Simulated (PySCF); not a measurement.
# C4H4F2S: circular dichroism and optical rotation, excited states, first hyperpolarisability

Aim: compute the circular dichroism and optical rotation, excited states, first hyperpolarisability of C4H4F2S (`CSC(F)=C=CF`).

Computed with PySCF 2.14.0 and routines of our own; the level stands in each step. Atoms count from 0.

## (1) The system as given

11 atoms, charge 0, multiplicity 1; geometry from: GFN2-xTB.

## (2) Optimising the geometry at PBE0-D3(BJ)/def2-SVP

What the job is given:

```
{"job": {"xc": "PBE0", "basis": "def2-SVP", "d3": "d3bj", "grid": 2, "kind": "geom"}, "charge": 0, "multiplicity": 1}
C     -1.657347    -0.505910     0.350249
S     -1.517151     0.390312    -1.218240
C      0.224254     0.662058    -1.234312
F      0.612258     1.385721    -2.292483
C      1.072287     0.183084    -0.367692
C      1.856915    -0.264512     0.562476
F      2.124975     0.430981     1.685472
H     -2.715964    -0.683257     0.508751
H     -1.123486    -1.448920     0.279523
H     -1.253562     0.103773     1.152877
H      2.382245    -1.210738     0.547415
```

The run is started by

```
OMP_NUM_THREADS=1 python excited_run.py task.json out
```

One launch serves the whole session: the jobs run in the order shown.

Standard output:

```text
step   0  E = -751.72088144  max force = 0.015844
step   1  E = -751.72215913  max force = 0.003549
step   2  E = -751.72216957  max force = 0.003330
step   3  E = -751.72231455  max force = 0.001158
step   4  E = -751.72229772  max force = 0.002274
step   5  E = -751.72235953  max force = 0.000461
step   6  E = -751.72236569  max force = 0.000282
optimisation converged
```

Run time: 42 s. Hardware: 1 thread of Arm Neoverse V1, shared host; peak memory 0.64 GiB.

Relaxation path:

| step | energy from step 0 (eV) | largest force component (eV/Å) |
| --- | --- | --- |
| 0 | 0.0000 | 0.8147 |
| 1 | -0.0348 | 0.1825 |
| 2 | -0.0351 | 0.1712 |
| 3 | -0.0390 | 0.0595 |
| 4 | -0.0385 | 0.1169 |
| 5 | -0.0402 | 0.0237 |
| 6 | -0.0404 | 0.0145 |

Close pairs (by a distance rule), those that changed most:

| bond | before (Å) | after (Å) | change (Å) |
| --- | --- | --- | --- |
| C5–H10 | 1.082 | 1.097 | +0.014 |
| C5–F6 | 1.348 | 1.334 | -0.014 |
| C0–H9 | 1.086 | 1.099 | +0.014 |
| C0–H7 | 1.085 | 1.098 | +0.013 |
| C0–H8 | 1.086 | 1.099 | +0.013 |
| C0–S1 | 1.812 | 1.800 | -0.012 |
| C4–C5 | 1.297 | 1.307 | +0.010 |
| C2–C4 | 1.304 | 1.313 | +0.009 |

The final coordinates are the input of the step that follows.

| at the end point | value |
| --- | --- |
| point group (found at 0.08 Å tolerance) | C1 |
| rotational constants (GHz, main isotopes) | 3.118, 1.352, 0.988 |
| dipole moment (D) | 2.57 |

## (3) Circular dichroism and optical rotation: TDDFT CAM-B3LYP/def2-TZVPD

What the job is given:

```
{"job": {"kind": "ecd", "xc": "CAM-B3LYP", "basis": "def2-TZVPD", "nstates": 12}, "charge": 0, "multiplicity": 1}
C     -1.688896    -0.441551     0.416610
S     -1.549511     0.377154    -1.180008
C      0.191581     0.587896    -1.258063
F      0.521768     1.241902    -2.369283
C      1.083480     0.186462    -0.382496
C      1.930622    -0.266431     0.503281
F      2.314576     0.424300     1.577622
H     -2.761914    -0.607759     0.581025
H     -1.164715    -1.407232     0.409522
H     -1.286307     0.195621     1.216965
H      2.413679    -1.250286     0.461122
```

Level: TDDFT CAM-B3LYP/def2-TZVPD circular dichroism and optical rotation, one conformer, gas phase.

Standard output:

```text
coarse grid: 10624 points
cycle   1  E = -752.5683973381  dE =  1.127e+00  |g| = 7.164e-01  |ddm| = 3.981e+00
cycle   2  E = -752.5365674015  dE =  3.183e-02  |g| = 9.127e-01  |ddm| = 1.725e+00
cycle   3  E = -752.6639122183  dE = -1.273e-01  |g| = 6.860e-02  |ddm| = 7.044e-01
cycle   4  E = -752.6645067581  dE = -5.945e-04  |g| = 4.439e-02  |ddm| = 1.529e-01
cycle   5  E = -752.6649399503  dE = -4.332e-04  |g| = 1.221e-02  |ddm| = 6.632e-02
cycle   6  E = -752.6649770652  dE = -3.711e-05  |g| = 3.033e-03  |ddm| = 3.020e-02
cycle   7  E = -752.6649798551  dE = -2.790e-06  |g| = 1.342e-03  |ddm| = 6.905e-03
final grid: 101280 points
cycle   8  E = -752.6643203738  dE = -4.553e-05  |g| = 4.339e-03  |ddm| = 2.108e-01
cycle   9  E = -752.6643192896  dE =  1.084e-06  |g| = 5.114e-03  |ddm| = 1.802e-02
cycle  10  E = -752.6643235076  dE = -4.218e-06  |g| = 5.040e-04  |ddm| = 3.903e-03
cycle  11  E = -752.6643235455  dE = -3.784e-08  |g| = 2.221e-04  |ddm| = 1.266e-03
cycle  12  E = -752.6643235574  dE = -1.195e-08  |g| = 6.686e-05  |ddm| = 4.739e-04
cycle  13  E = -752.6643235585  dE = -1.104e-09  |g| = 1.474e-05  |ddm| = 1.897e-04
cycle  14  E = -752.6643235587  dE = -1.182e-10  |g| = 1.004e-05  |ddm| = 6.539e-05
converged SCF energy = -752.6643235587

Singlet excitations and rotatory strengths (1e-40 esu^2 cm^2)
state   eV       nm     f(len)   f(vel)    R(len)    R(vel)   main configurations
  1   4.4704   277.3  0.00052  0.00047     0.162     0.317   H->L 0.88
  2   5.6542   219.3  0.08847  0.08918  -140.496  -141.385   H->L+1 0.65
  3   5.7141   217.0  0.09268  0.09364   131.996   132.658   H->L+2 0.47, H->L+1 0.14
  4   5.8002   213.8  0.00219  0.00220    -1.187    -1.278   H-1->L+1 0.66, H-1->L+2 0.14
  5   6.2229   199.2  0.00731  0.00690     2.512     2.566   H->L+3 0.38, H->L+2 0.24, H->L+4 0.10
  6   6.6640   186.1  0.00720  0.00777    -4.588    -4.905   H->L+3 0.41, H-2->L 0.25, H->L+4 0.12
  7   6.8659   180.6  0.50062  0.50263   -34.085   -34.604   H-1->L 0.68
  8   6.9495   178.4  0.00649  0.00722     3.070     3.128   H->L+4 0.66, H-2->L 0.08
  9   7.0890   174.9  0.01643  0.01643    31.103    32.155   H->L+5 0.77
 10   7.1983   172.2  0.00158  0.00173     4.212     4.310   H-2->L 0.35, H->L+8 0.25, H->L+9 0.11
 11   7.3773   168.1  0.07911  0.08076     9.941     9.950   H-1->L+2 0.42, H-1->L+4 0.20, H-1->L+1 0.16
 12   7.6061   163.0  0.06001  0.06066   -33.677   -34.101   H->L+6 0.51, H-2->L+1 0.18

Specific rotation (deg / (dm g/mL))
    nm     length   length(OI)   velocity    alpha(len)  alpha(vel)
  633.0    -155.77    -156.48    -155.68       79.411     79.622
  589.3    -184.60    -185.46    -184.44       79.884     80.097
  546.0    -222.45    -223.51    -222.16       80.484     80.701
  436.0    -403.28    -405.42    -401.96       83.086     83.317
  405.0    -500.67    -503.45    -498.45       84.339     84.577
  365.0    -698.18    -702.34    -693.27       86.640     86.890
  355.0    -768.41    -773.08    -762.18       87.394     87.648
```

Wall time 2.3 min (1 thread of Arm Neoverse V1, shared host); peak memory 1.2 GiB.

## (4) Excited states: TDA wB97X-D/def2-TZVPD

Settings changed since step 3:

```diff
@@ -1,2 +1,2 @@
-{"job": {"kind": "ecd", "xc": "CAM-B3LYP", "basis": "def2-TZVPD", "nstates": 12}, "charge": 0, "multiplicity": 1}
+{"job": {"kind": "states", "xc": "wB97X-D", "basis": "def2-TZVPD", "tda": true, "soc": true, "nstates": 6, "ntriplets": 5, "nquad": 4}, "charge": 0, "multiplicity": 1}
 C     -1.688896    -0.441551     0.416610
```

Level: TDA wB97X-D/def2-TZVPD excited states, vertical, gas phase, spin-orbit mean-field couplings.

Standard output:

```text
coarse grid: 10624 points
cycle   1  E = -752.5623570878  dE =  1.154e+00  |g| = 7.293e-01  |ddm| = 4.070e+00
cycle   2  E = -752.5569744060  dE =  5.383e-03  |g| = 8.454e-01  |ddm| = 1.903e+00
cycle   3  E = -752.6649103863  dE = -1.079e-01  |g| = 7.076e-02  |ddm| = 6.329e-01
cycle   4  E = -752.6656980379  dE = -7.877e-04  |g| = 3.940e-02  |ddm| = 2.430e-01
cycle   5  E = -752.6660655081  dE = -3.675e-04  |g| = 1.141e-02  |ddm| = 7.896e-02
cycle   6  E = -752.6661028168  dE = -3.731e-05  |g| = 2.840e-03  |ddm| = 4.885e-02
cycle   7  E = -752.6661067085  dE = -3.892e-06  |g| = 1.502e-03  |ddm| = 1.016e-02
final grid: 101280 points
cycle   8  E = -752.6687613246  dE = -1.947e-04  |g| = 1.125e-02  |ddm| = 4.073e-01
cycle   9  E = -752.6687584304  dE =  2.894e-06  |g| = 1.188e-02  |ddm| = 4.780e-02
cycle  10  E = -752.6687770114  dE = -1.858e-05  |g| = 1.330e-03  |ddm| = 1.247e-02
cycle  11  E = -752.6687773135  dE = -3.021e-07  |g| = 3.186e-04  |ddm| = 4.820e-03
cycle  12  E = -752.6687773446  dE = -3.106e-08  |g| = 1.529e-04  |ddm| = 1.372e-03
cycle  13  E = -752.6687773510  dE = -6.446e-09  |g| = 3.558e-05  |ddm| = 5.228e-04
cycle  14  E = -752.6687773519  dE = -8.740e-10  |g| = 1.817e-05  |ddm| = 2.347e-04
converged SCF energy = -752.6687773519

Singlet excitations
state   eV       nm        f     d(h-e)  d(exc)  Lambda  PR(NTO)  |dmu|/D   mu/D   main configurations
  1   4.5394   273.1   0.00057   0.722   2.872   0.478   1.044    1.819    3.308   H->L 0.89
  2   5.8013   213.7   0.00430   0.468   2.823   0.445   2.248    1.823    1.923   H-1->L+1 0.33, H->L+2 0.16, H->L+8 0.11
  3   5.9010   210.1   0.00204   0.495   2.768   0.442   2.119    1.588    2.151   H-1->L+1 0.48, H->L+2 0.18, H->L+8 0.08
  4   5.9214   209.4   0.21243   1.004   3.137   0.611   1.273    2.627    4.233   H->L+1 0.75
  5   6.4012   193.7   0.00748   0.682   3.643   0.354   1.095                     H->L+2 0.34, H->L+3 0.19, H->L+4 0.17
  6   6.8285   181.6   0.00810   0.526   3.735   0.379   1.805                     H->L+3 0.46, H-2->L 0.33

Triplet excitations (Tamm-Dancoff)
state   eV     d(h-e)  d(exc)  Lambda  PR(NTO)   main configurations
  1   4.0406   0.289   2.488   0.590   1.156   H->L+1 0.62
  2   4.2266   0.666   2.796   0.481   1.064   H->L 0.84
  3   4.3438   0.132   2.278   0.639   1.156   H-1->L 0.70, H-1->L+2 0.09
  4   5.4152   0.364   2.624   0.415   1.928   H->L+8 0.19, H->L+2 0.17, H-2->L 0.16
  5   5.5427   0.708   2.613   0.456   1.334   H-1->L+1 0.72
S1 - T1 = 0.4988 eV

Spin-orbit couplings |<S|Hso|T>| (cm-1)
             T1       T2       T3       T4       T5
S0        8.964   81.984    7.283  119.737   56.256
S1       27.513    3.516   19.497   20.699    8.834
S2       18.202   16.995   12.265    5.170    5.681
S3       20.655   13.737    7.848    5.362    4.710
S4        2.197   34.014    3.674   32.183   32.217
S5        4.174    6.911    3.522    2.875    2.721
S6       11.556    9.345   15.744   12.290    4.626
T1 sublevels (cm-1): 0.000 0.066 0.177   radiative rates (1/s): 17.9 1.75 0.166
```

It took 63 s on 1 thread of Arm Neoverse V1, shared host; peak memory 1.1 GiB.

Key values:

| quantity | value |
| --- | --- |
| S1 less T1 | 0.50 eV |

## (5) Excited states: TDDFT CAM-B3LYP/def2-TZVPD

Settings changed since step 4:

```diff
@@ -1,2 +1,2 @@
-{"job": {"kind": "states", "xc": "wB97X-D", "basis": "def2-TZVPD", "tda": true, "soc": true, "nstates": 6, "ntriplets": 5, "nquad": 4}, "charge": 0, "multiplicity": 1}
+{"job": {"kind": "states", "xc": "CAM-B3LYP", "basis": "def2-TZVPD", "tpa": true, "nstates": 8, "nquad": 6, "ntriplets": 0}, "charge": 0, "multiplicity": 1}
 C     -1.688896    -0.441551     0.416610
```

Level: TDDFT CAM-B3LYP/def2-TZVPD excited states, vertical, gas phase, two-photon moments by quadratic response.

Standard output:

```text
coarse grid: 10624 points
cycle   1  E = -752.5683973381  dE =  1.127e+00  |g| = 7.164e-01  |ddm| = 3.981e+00
cycle   2  E = -752.5365674015  dE =  3.183e-02  |g| = 9.127e-01  |ddm| = 1.725e+00
cycle   3  E = -752.6639122183  dE = -1.273e-01  |g| = 6.860e-02  |ddm| = 7.044e-01
cycle   4  E = -752.6645067581  dE = -5.945e-04  |g| = 4.439e-02  |ddm| = 1.529e-01
cycle   5  E = -752.6649399503  dE = -4.332e-04  |g| = 1.221e-02  |ddm| = 6.632e-02
cycle   6  E = -752.6649770652  dE = -3.711e-05  |g| = 3.033e-03  |ddm| = 3.020e-02
cycle   7  E = -752.6649798551  dE = -2.790e-06  |g| = 1.342e-03  |ddm| = 6.905e-03
final grid: 101280 points
cycle   8  E = -752.6643203738  dE = -4.553e-05  |g| = 4.339e-03  |ddm| = 2.108e-01
cycle   9  E = -752.6643192896  dE =  1.084e-06  |g| = 5.114e-03  |ddm| = 1.802e-02
cycle  10  E = -752.6643235076  dE = -4.218e-06  |g| = 5.040e-04  |ddm| = 3.903e-03
cycle  11  E = -752.6643235455  dE = -3.784e-08  |g| = 2.221e-04  |ddm| = 1.266e-03
cycle  12  E = -752.6643235574  dE = -1.195e-08  |g| = 6.686e-05  |ddm| = 4.739e-04
cycle  13  E = -752.6643235585  dE = -1.104e-09  |g| = 1.474e-05  |ddm| = 1.897e-04
cycle  14  E = -752.6643235587  dE = -1.182e-10  |g| = 1.004e-05  |ddm| = 6.539e-05
converged SCF energy = -752.6643235587

Singlet excitations
state   eV       nm        f     d(h-e)  d(exc)  Lambda  PR(NTO)  |dmu|/D   mu/D   delta(TPA)   sigma/GM   main configurations
  1   4.4707   277.3   0.00052   0.706   2.905   0.476   1.051    1.779    3.385        1.22      0.009   H->L 0.88
  2   5.6547   219.3   0.08820   0.675   3.234   0.540   1.316    1.977    2.589      123.88      1.451   H->L+1 0.65
  3   5.7147   217.0   0.09297   0.388   3.013   0.479   1.401    0.981    1.920       81.74      0.978   H->L+2 0.47, H->L+1 0.15
  4   5.8003   213.8   0.00217   0.664   2.754   0.453   1.257    1.416    2.657        4.98      0.061   H-1->L+1 0.65, H-1->L+2 0.14
  5   6.2239   199.2   0.00728   0.662   3.613   0.385   1.111    3.946    5.111       78.37      1.112   H->L+3 0.38, H->L+2 0.24, H->L+4 0.10
  6   6.6661   186.0   0.00728   0.643   3.775   0.381   1.652    3.268    2.835       53.00      0.863   H->L+3 0.41, H-2->L 0.25, H->L+4 0.12
  7   6.8666   180.6   0.50087   0.449   3.057   0.621   1.760                                            H-1->L 0.68
  8   6.9500   178.4   0.00646   0.748   4.223   0.354   1.311                                            H->L+4 0.66, H-2->L 0.08
```

It took 84 s on 1 thread of Arm Neoverse V1, shared host; peak memory 1.2 GiB.

## (6) First hyperpolarisability: quadratic response CAM-B3LYP/def2-TZVPD

Settings changed since step 5:

```diff
@@ -1,2 +1,2 @@
-{"job": {"kind": "states", "xc": "CAM-B3LYP", "basis": "def2-TZVPD", "tpa": true, "nstates": 8, "nquad": 6, "ntriplets": 0}, "charge": 0, "multiplicity": 1}
+{"job": {"kind": "beta", "xc": "CAM-B3LYP", "basis": "def2-TZVPD"}, "charge": 0, "multiplicity": 1}
 C     -1.688896    -0.441551     0.416610
```

With the program's defaults for keys left out, this is: quadratic response CAM-B3LYP/def2-TZVPD first hyperpolarisability, Taylor convention, gas phase.

Standard output:

```text
coarse grid: 10624 points
cycle   1  E = -752.5683973381  dE =  1.127e+00  |g| = 7.164e-01  |ddm| = 3.981e+00
cycle   2  E = -752.5365674015  dE =  3.183e-02  |g| = 9.127e-01  |ddm| = 1.725e+00
cycle   3  E = -752.6639122183  dE = -1.273e-01  |g| = 6.860e-02  |ddm| = 7.044e-01
cycle   4  E = -752.6645067581  dE = -5.945e-04  |g| = 4.439e-02  |ddm| = 1.529e-01
cycle   5  E = -752.6649399503  dE = -4.332e-04  |g| = 1.221e-02  |ddm| = 6.632e-02
cycle   6  E = -752.6649770652  dE = -3.711e-05  |g| = 3.033e-03  |ddm| = 3.020e-02
cycle   7  E = -752.6649798551  dE = -2.790e-06  |g| = 1.342e-03  |ddm| = 6.905e-03
final grid: 101280 points
cycle   8  E = -752.6643203738  dE = -4.553e-05  |g| = 4.339e-03  |ddm| = 2.108e-01
cycle   9  E = -752.6643192896  dE =  1.084e-06  |g| = 5.114e-03  |ddm| = 1.802e-02
cycle  10  E = -752.6643235076  dE = -4.218e-06  |g| = 5.040e-04  |ddm| = 3.903e-03
cycle  11  E = -752.6643235455  dE = -3.784e-08  |g| = 2.221e-04  |ddm| = 1.266e-03
cycle  12  E = -752.6643235574  dE = -1.195e-08  |g| = 6.686e-05  |ddm| = 4.739e-04
cycle  13  E = -752.6643235585  dE = -1.104e-09  |g| = 1.474e-05  |ddm| = 1.897e-04
cycle  14  E = -752.6643235587  dE = -1.182e-10  |g| = 1.004e-05  |ddm| = 6.539e-05
converged SCF energy = -752.6643235587

Lowest singlets (eV, f): 4.4707 0.0005  5.6547 0.0882  5.7147 0.0930

First hyperpolarisability (au)
process     nm      |vector|   parallel      HRS      DR
static         -       67.55      -6.29      49.34   2.077
shg       1907.0       72.68      -4.25      52.84   2.088
eope      1907.0       69.07      -5.64          -       -
shg       1064.0       91.63       1.46      63.31   2.176
eope      1064.0       73.11      -4.09          -       -
```

It took 64 s on 1 thread of Arm Neoverse V1, shared host; peak memory 1.2 GiB.

## (7) Outcome

| quantity | value |
| --- | --- |
| point group | C1 |
| rotational constants (main isotopes) | 3.12, 1.35, 0.99 GHz |
| state of largest rotatory strength (velocity form) among 12 (step 3, TDDFT CAM-B3LYP/def2-TZVPD) | 5.65 eV, R = -141.4 (velocity), -140.5 (length) ·10⁻⁴⁰ esu² cm² |
| specific rotation at 633.0 nm (step 3, TDDFT CAM-B3LYP/def2-TZVPD) | -155.7 (velocity), -155.8 (length) |
| S1 less T1 (step 4, TDA wB97X-D/def2-TZVPD) | 0.50 eV |
| β vector (step 6, quadratic response CAM-B3LYP/def2-TZVPD) | static 68, SHG 1907.0 nm 73, SHG 1064.0 nm 92 au |

The optimisation took 6 steps and gained 0.040 eV; among the close pairs (by a distance rule), C5–H10 changed most, from 1.082 to 1.097 Å. Rotations belong to one conformer and to the handedness of the start. In step 4, the number of triplets below S1 is 3, and the largest singlet-triplet spin-orbit coupling is S0–T4, 119.74 cm⁻¹. β grows from 68 au (static) to 92 au for doubling at 1064.0 nm: normal dispersion, which grows as twice the photon energy moves toward the bright states.
